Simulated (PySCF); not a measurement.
# WNCl3: geometry, NMR shifts and electronic excitations

Aim: predict the NMR shifts and electronic excitations of WNCl3 (`[N]#[W]([Cl])([Cl])[Cl]`).

Programs: PySCF 2.14.0, with density-fitted response routines of our own. Each step states its level of theory. These are calculated values for one molecule in the gas phase, unless marked as measured. Atoms count from 0, in the outputs and in this text.

## 1. The starting structure

5 atoms, charge 0, multiplicity 1; geometry from: GFN2-xTB.

Bonds of the start (Å): W0–N1 1.74, W0–Cl2 2.20, W0–Cl3 2.20, W0–Cl4 2.20.

## 2. Geometry optimisation at PBE0-D3(BJ)/def2-SVP

What the job is given:

```
{"job": {"xc": "PBE0", "basis": "def2-SVP", "d3": "d3bj", "grid": 1, "maxiter": 40, "kind": "geom"}, "charge": 0, "multiplicity": 1}
W      0.000010     0.000120    -0.012470
N      0.007610    -0.014230     1.723840
Cl     2.123380     0.009140    -0.580050
Cl    -1.069170     1.843510    -0.550600
Cl    -1.061830    -1.838530    -0.580720
```

What it wrote:

```text
step   0  E = -1501.60355283  max force = 0.105974
step   1  E = -1501.61163543  max force = 0.086063
step   2  E = -1501.61523634  max force = 0.022929
step   3  E = -1501.61579530  max force = 0.004014
step   4  E = -1501.61583266  max force = 0.001789
step   5  E = -1501.61581813  max force = 0.012796
step   6  E = -1501.61590353  max force = 0.007184
step   7  E = -1501.61593925  max force = 0.000360
step   8  E = -1501.61593695  max force = 0.000362
optimisation converged
```

Wall time 76 s (1 thread, shared host).

Along the way:

```
step  energy from step 0 (eV)  largest force component (eV/Å)
   0                   0.0000                          5.4494
   1                  -0.2199                          4.4255
   2                  -0.3179                          1.1791
   3                  -0.3331                          0.2064
   4                  -0.3342                          0.0920
   5                  -0.3338                          0.6580
   6                  -0.3361                          0.3694
   7                  -0.3371                          0.0185
   8                  -0.3370                          0.0186
```

Close pairs (by a distance rule), those that changed most:

```
  bond  before (Å)  after (Å)  change (Å)
 W0–N1       1.736      1.652      -0.085
W0–Cl2       2.198      2.263      +0.065
W0–Cl4       2.198      2.262      +0.064
W0–Cl3       2.198      2.262      +0.064
```

The next job starts from the end point, and lists it.

```
                         at the end point                value
  point group (found at 0.08 Å tolerance)                  C3v
rotational constants (GHz, main isotopes)  1.588, 1.580, 1.003
                        dipole moment (D)                 1.91
```

## 3. NMR shieldings: PBE0/def2-TZVP+pcSseg-1

What the job is given:

```
{"job": {"kind": "nmr", "xc": "PBE0", "basis": {"default": "pcSseg-1", "W": "def2-TZVP"}}, "charge": 0, "multiplicity": 1}
W      0.002419    -0.000563     0.005881
N      0.185703    -0.018491     1.647451
Cl     2.118884     0.015259    -0.795371
Cl    -1.156704     1.897096    -0.408647
Cl    -1.150302    -1.893291    -0.449315
```

Method: GIAO PBE0/pcSseg-1 W:def2-TZVP NMR shielding, scalar relativity only through core potentials, gas phase.

What it wrote:

```text
coarse grid: 33008 points
cycle   1  E = -1501.6903751767  dE = -1.941e+01  |g| = 1.276e+00  |ddm| = 7.634e+00
cycle   2  E = -1497.6023051650  dE =  4.088e+00  |g| = 4.252e+00  |ddm| = 3.269e+00
cycle   3  E = -1502.0360194914  dE = -4.434e+00  |g| = 1.823e-01  |ddm| = 2.643e+00
cycle   4  E = -1502.0418495060  dE = -5.830e-03  |g| = 9.194e-02  |ddm| = 2.859e-01
cycle   5  E = -1502.0436042441  dE = -1.755e-03  |g| = 1.190e-02  |ddm| = 8.519e-02
cycle   6  E = -1502.0436176236  dE = -1.338e-05  |g| = 8.970e-03  |ddm| = 1.536e-02
cycle   7  E = -1502.0436375952  dE = -1.997e-05  |g| = 3.062e-03  |ddm| = 9.000e-03
cycle   8  E = -1502.0436395495  dE = -1.954e-06  |g| = 6.753e-04  |ddm| = 1.811e-03
final grid: 61824 points
cycle   9  E = -1502.0435080106  dE =  8.100e-07  |g| = 2.168e-03  |ddm| = 1.718e-03
cycle  10  E = -1502.0434950758  dE =  1.293e-05  |g| = 8.244e-03  |ddm| = 5.262e-03
cycle  11  E = -1502.0435089638  dE = -1.389e-05  |g| = 2.546e-04  |ddm| = 4.196e-03
cycle  12  E = -1502.0435089801  dE = -1.627e-08  |g| = 5.346e-05  |ddm| = 2.730e-04
cycle  13  E = -1502.0435089808  dE = -6.903e-10  |g| = 1.208e-05  |ddm| = 5.190e-05
converged SCF energy = -1502.0435089808

GIAO shielding tensors (ppm)
atom      isotropic    diamagn.    paramagn.     s11        s22        s33       span
  0 W          nan         nan         nan        nan        nan        nan        nan
  1 N     -689.761     321.142   -1010.904  -1065.268  -1062.575     58.559   1123.827
  2 Cl     437.653    1148.482    -710.829   -299.326    534.201   1078.083   1377.409
  3 Cl     436.911    1148.484    -711.572   -300.345    532.388   1078.690   1379.035
  4 Cl     437.029    1148.482    -711.454   -300.573    532.862   1078.797   1379.370
```

Wall time 16 s (1 thread, shared host).

Shifts follow as δ = σ(reference) − σ, with reference shieldings (ppm) from runs at the same level and on the same kind of geometry: ¹⁵N NH3 265.7, ³⁵Cl HCl 943. The references are single molecules in the gas phase, so shifts against H2O, NH3, PH3, H3PO4 or CFCl3 are not on the usual liquid scales and can be off by tens of ppm. Atoms listed in one row are averaged.

```
        atoms           environment  σ (ppm)  δ (ppm)
           N1  nitrogen bonded to W   -689.8    955.4
Cl2, Cl3, Cl4  chlorine bonded to W      437      506
```

Atoms past Kr carry core potentials, so their printed shieldings have no meaning and are left out of the table.

Charges from the same density, by scheme (e):

```
        atoms  Mulliken  ESP fit
           W0      0.80     0.58
           N1     -0.15    -0.32
Cl2, Cl3, Cl4     -0.22    -0.09
```

Mayer bond orders: W0–N1 2.90, W0–Cl2 1.11, W0–Cl3 1.11, W0–Cl4 1.11.

With diffuse functions Mulliken charges and Mayer bond orders lose their meaning; the other schemes are steadier.

## 4. TDDFT and polarisability: CAM-B3LYP/def2-SVPD

What the job is given:

```
{"job": {"kind": "uv", "xc": "CAM-B3LYP", "basis": "def2-SVPD", "ip": false, "nstates": 10}, "charge": 0, "multiplicity": 1}
W      0.002419    -0.000563     0.005881
N      0.185703    -0.018491     1.647451
Cl     2.118884     0.015259    -0.795371
Cl    -1.156704     1.897096    -0.408647
Cl    -1.150302    -1.893291    -0.449315
```

With the program's defaults for keys left out, this is: TDDFT CAM-B3LYP/def2-SVPD, vertical, gas phase, core orbitals frozen in the response.

What it wrote:

```text
coarse grid: 33008 points
cycle   1  E = -1501.9543964140  dE = -1.250e+01  |g| = 8.626e-01  |ddm| = 7.471e+00
cycle   2  E = -1500.8991423177  dE =  1.055e+00  |g| = 2.344e+00  |ddm| = 2.485e+00
cycle   3  E = -1502.1014141116  dE = -1.202e+00  |g| = 1.825e-01  |ddm| = 1.847e+00
cycle   4  E = -1502.1088462978  dE = -7.432e-03  |g| = 3.218e-02  |ddm| = 2.337e-01
cycle   5  E = -1502.1090682202  dE = -2.219e-04  |g| = 1.287e-02  |ddm| = 5.480e-02
cycle   6  E = -1502.1091112129  dE = -4.299e-05  |g| = 4.264e-03  |ddm| = 1.711e-02
cycle   7  E = -1502.1091176088  dE = -6.396e-06  |g| = 6.335e-04  |ddm| = 6.820e-03
final grid: 61824 points
cycle   8  E = -1502.1089757823  dE = -1.636e-07  |g| = 9.415e-04  |ddm| = 2.056e-03
cycle   9  E = -1502.1089745559  dE =  1.226e-06  |g| = 2.674e-03  |ddm| = 2.594e-03
cycle  10  E = -1502.1089760093  dE = -1.453e-06  |g| = 1.121e-04  |ddm| = 1.901e-03
cycle  11  E = -1502.1089760153  dE = -5.982e-09  |g| = 8.957e-05  |ddm| = 2.350e-04
cycle  12  E = -1502.1089760192  dE = -3.880e-09  |g| = 2.281e-05  |ddm| = 1.956e-04
cycle  13  E = -1502.1089760195  dE = -2.899e-10  |g| = 3.743e-06  |ddm| = 6.449e-05
converged SCF energy = -1502.1089760195

Static polarisability (au): isotropic 85.199, principal 75.207 90.096 90.293

Singlet excitations
state   eV       nm        f      main configurations
  1   3.7739    328.5   0.00000   H-1->L 0.49, H->L+1 0.47
  2   3.9929    310.5   0.00081   H->L 0.60, H-1->L+1 0.26
  3   3.9946    310.4   0.00075   H->L+1 0.45, H-1->L 0.42
  4   4.0187    308.5   0.00345   H-1->L+1 0.64, H->L 0.29
  5   4.2085    294.6   0.00150   H-2->L 0.92
  6   4.2140    294.2   0.00146   H-2->L+1 0.92
  7   5.4433    227.8   0.03329   H-3->L 0.86
  8   5.4487    227.5   0.03279   H-3->L+1 0.86
  9   5.7294    216.4   0.00001   H-4->L 0.44, H-5->L+1 0.43
 10   5.7737    214.7   0.00116   H-5->L 0.48, H-4->L+1 0.48

Triplet excitations (Tamm-Dancoff, eV): 3.6075 3.6329 3.6346 3.6394
```

Run time: 27 s. Hardware: 1 thread, shared host.

Frontier orbitals and where they lie:

```
orbital      eV                         atoms
 HOMO−3  -11.44  Cl4 33 %, Cl3 33 %, Cl2 33 %
 HOMO−2  -10.82    N1 52 %, W0 18 %, Cl2 10 %
 HOMO−1  -10.54   N1 33 %, Cl3 32 %, Cl4 18 %
   HOMO  -10.54   N1 33 %, Cl2 32 %, Cl4 17 %
   LUMO   -2.66   W0 62 %, Cl3 15 %, Cl4 13 %
 LUMO+1   -2.65   W0 62 %, Cl2 16 %, Cl4 11 %
 LUMO+2   -0.07    W0 50 %, N1 32 %, Cl4 10 %
```

With each of the 10 states as a Gaussian band of 0.4 eV half-width at 1/e, the curve within the window shown has maxima at 304 nm (ε 300), 227 nm (ε 2,700) L/(mol cm). Beyond the last state computed it falls off for lack of states. The curve at chosen wavelengths:

```json
{"nm": "204", "ε (L/mol/cm)": "255"}
{"nm": "211", "ε (L/mol/cm)": "904"}
{"nm": "219", "ε (L/mol/cm)": "2064"}
{"nm": "226", "ε (L/mol/cm)": "2681"}
{"nm": "234", "ε (L/mol/cm)": "2334"}
{"nm": "241", "ε (L/mol/cm)": "1505"}
{"nm": "249", "ε (L/mol/cm)": "680"}
{"nm": "256", "ε (L/mol/cm)": "284"}
{"nm": "264", "ε (L/mol/cm)": "117"}
{"nm": "271", "ε (L/mol/cm)": "104"}
{"nm": "278", "ε (L/mol/cm)": "146"}
{"nm": "286", "ε (L/mol/cm)": "216"}
{"nm": "293", "ε (L/mol/cm)": "270"}
{"nm": "301", "ε (L/mol/cm)": "302"}
{"nm": "308", "ε (L/mol/cm)": "299"}
{"nm": "316", "ε (L/mol/cm)": "264"}
{"nm": "323", "ε (L/mol/cm)": "218"}
{"nm": "330", "ε (L/mol/cm)": "168"}
{"nm": "338", "ε (L/mol/cm)": "116"}
{"nm": "345", "ε (L/mol/cm)": "79"}
{"nm": "353", "ε (L/mol/cm)": "48"}
{"nm": "360", "ε (L/mol/cm)": "30"}
{"nm": "368", "ε (L/mol/cm)": "17"}
{"nm": "375", "ε (L/mol/cm)": "10"}
{"nm": "383", "ε (L/mol/cm)": "5"}
{"nm": "390", "ε (L/mol/cm)": "3"}
```

Ground-state properties from the same run:

```
           property  computed
  dipole moment (D)      1.79
polarisability (Å³)     12.63
 HOMO–LUMO gap (eV)      7.88
      −ε(HOMO) (eV)     10.54
```

## 5. NMR shieldings: KT2/def2-TZVP+pcSseg-1

What the job is given:

```
{"job": {"kind": "nmr", "xc": "KT2", "basis": {"default": "pcSseg-1", "W": "def2-TZVP"}, "pop": false}, "charge": 0, "multiplicity": 1}
W      0.002419    -0.000563     0.005881
N      0.185703    -0.018491     1.647451
Cl     2.118884     0.015259    -0.795371
Cl    -1.156704     1.897096    -0.408647
Cl    -1.150302    -1.893291    -0.449315
```

Level: GIAO KT2/pcSseg-1 W:def2-TZVP NMR shielding, scalar relativity only through core potentials, gas phase.

What it wrote:

```text
coarse grid: 33008 points
cycle   1  E = -1513.6503652484  dE = -1.902e+01  |g| = 1.347e+00  |ddm| = 7.601e+00
cycle   2  E = -1506.9304361789  dE =  6.720e+00  |g| = 4.805e+00  |ddm| = 3.852e+00
cycle   3  E = -1513.9864701073  dE = -7.056e+00  |g| = 3.505e-01  |ddm| = 3.454e+00
cycle   4  E = -1513.9917079547  dE = -5.238e-03  |g| = 3.226e-01  |ddm| = 6.036e-01
cycle   5  E = -1514.0120275449  dE = -2.032e-02  |g| = 9.538e-02  |ddm| = 2.724e-01
cycle   6  E = -1514.0137756059  dE = -1.748e-03  |g| = 5.497e-02  |ddm| = 1.259e-01
cycle   7  E = -1514.0145461127  dE = -7.705e-04  |g| = 1.452e-02  |ddm| = 4.957e-02
cycle   8  E = -1514.0146076586  dE = -6.155e-05  |g| = 3.856e-03  |ddm| = 1.785e-02
cycle   9  E = -1514.0146116192  dE = -3.961e-06  |g| = 7.980e-04  |ddm| = 3.843e-03
final grid: 61824 points
cycle  10  E = -1514.0144118375  dE =  3.383e-06  |g| = 4.157e-03  |ddm| = 3.031e-03
cycle  11  E = -1514.0143056180  dE =  1.062e-04  |g| = 2.285e-02  |ddm| = 1.380e-02
cycle  12  E = -1514.0144153243  dE = -1.097e-04  |g| = 8.821e-04  |ddm| = 1.162e-02
cycle  13  E = -1514.0144155402  dE = -2.159e-07  |g| = 1.439e-04  |ddm| = 8.675e-04
cycle  14  E = -1514.0144155458  dE = -5.590e-09  |g| = 2.617e-05  |ddm| = 1.583e-04
cycle  15  E = -1514.0144155459  dE = -1.367e-10  |g| = 1.489e-05  |ddm| = 3.938e-05
converged SCF energy = -1514.0144155459

GIAO shielding tensors (ppm)
atom      isotropic    diamagn.    paramagn.     s11        s22        s33       span
  0 W          nan         nan         nan        nan        nan        nan        nan
  1 N     -551.132     322.962    -874.095   -859.691   -857.491     63.785    923.475
  2 Cl     404.752    1150.411    -745.658   -264.208    447.196   1031.269   1295.477
  3 Cl     404.352    1150.414    -746.061   -264.198    445.377   1031.878   1296.076
  4 Cl     404.376    1150.412    -746.036   -264.693    445.844   1031.977   1296.670
```

Wall time 21 s (1 thread, shared host).

This run: δ N1 815.4, Cl2 538 ppm (means over like atoms).

## 6. Side by side: NMR shifts

Shifts (ppm), means over like atoms, with basis size and wall time:

```
                    run     N1  Cl2  functions  time
PBE0/def2-TZVP+pcSseg-1  955.4  506        129  16 s
 KT2/def2-TZVP+pcSseg-1  815.4  538        129  21 s
```

## 7. Summary of results

| quantity | value |
| --- | --- |
| point group | C3v |
| rotational constants (main isotopes) | 1.59, 1.58, 1.00 GHz |
| ¹⁵N shifts against NH3 (PBE0/def2-TZVP+pcSseg-1) | 955.4 ppm |
| ³⁵Cl shifts against HCl (PBE0/def2-TZVP+pcSseg-1, means over atoms taken as alike) | 506 ppm |
| lowest singlet (CAM-B3LYP/def2-SVPD) | 3.77 eV (329 nm), f = 0.000 |
| brightest single state of those computed | state 7, 5.44 eV, f = 0.033 |
| lowest triplet | 3.61 eV |
| range of the shift of N1 | 815.4 to 955.4 ppm |

In words: Over 8 steps the energy fell by 0.337 eV; of the close pairs, W0–N1 changed most, 1.736 to 1.652 Å. At PBE0/def2-TZVP+pcSseg-1: The widest tensor belongs to Cl2, Cl3, Cl4: span 1379 ppm, with a paramagnetic part of -711 ppm. The first singlet state (HOMO−1→LUMO 0.49, HOMO→LUMO+1 0.47) lies at 3.77 eV and is dark; of the 10 states computed, the strongest absorption comes from states 7 to 8 together at 5.44 eV. The lowest triplet lies 0.17 eV below the lowest singlet (triplets in Tamm-Dancoff, singlets in full TDDFT). Spin-orbit coupling, left out, mixes singlets and triplets in elements this heavy. In ppm, N1 moves most: its shift spreads over 140.0 ppm, from 815.4 (KT2/def2-TZVP+pcSseg-1) to 955.4 (PBE0/def2-TZVP+pcSseg-1). Spin-orbit coupling is left out, which matters for shieldings and couplings at and beside the heavy atoms.
